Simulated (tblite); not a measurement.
# C15H13BN2: the cost of one run

Computed with tblite 0.8.0 and PySCF 2.14.0 and routines of our own; the level stands in each step. Atoms count from 0.

## 1. The system as given

31 atoms, charge 0, multiplicity 1; geometry from: force field or distance geometry start.

## 2. Geometry optimisation with GFN2-xTB

The job: settings as JSON, then the geometry in Å.

```
{"job": {"kind": "relax", "xc": "GFN2-xTB", "basis": "xTB"}, "charge": 0, "multiplicity": 1}
C      0.066200    -2.922300    -0.952700
B     -0.080700    -1.379300    -0.533900
C     -1.463500    -0.720300    -0.243800
C     -2.655100    -1.469800    -0.216600
C     -3.875200    -0.868500     0.094200
C     -3.929800     0.499500     0.353100
C     -2.756900     1.268900     0.317100
C     -1.511200     0.677500     0.009200
N     -0.301200     1.468300    -0.060800
C     -0.395700     2.902900    -0.376900
C      0.989000     0.851000     0.141300
C      2.088500     1.610700     0.589300
C      3.341400     1.025500     0.766200
C      3.528200    -0.337100     0.491500
C      4.814500    -0.932900     0.677300
N      5.854900    -1.427000     0.833200
C      2.440800    -1.109200     0.075400
C      1.172300    -0.532100    -0.101500
H     -0.785400    -3.206900    -1.605600
H      0.063600    -3.557300    -0.039000
H      0.991600    -3.073600    -1.517500
H     -2.642200    -2.542100    -0.381500
H     -4.774200    -1.449800     0.133000
H     -4.877100     0.960500     0.597000
H     -2.825800     2.324100     0.558600
H      0.497500     3.235600    -0.936800
H     -1.260400     3.113900    -1.039000
H     -0.485600     3.493700     0.559100
H      1.985300     2.665600     0.818300
H      4.180200     1.630800     1.104200
H      2.593900    -2.170600    -0.097700
```

The run is started by

```sh
> OMP_NUM_THREADS=2 python excited_run.py task.json out
```

This one command runs all jobs of the session in turn.

Q: Estimate the wall time and peak memory of this first job on 2 threads of AMD EPYC, shared host.

About 3.9 s, with a peak of 0.18 GiB.
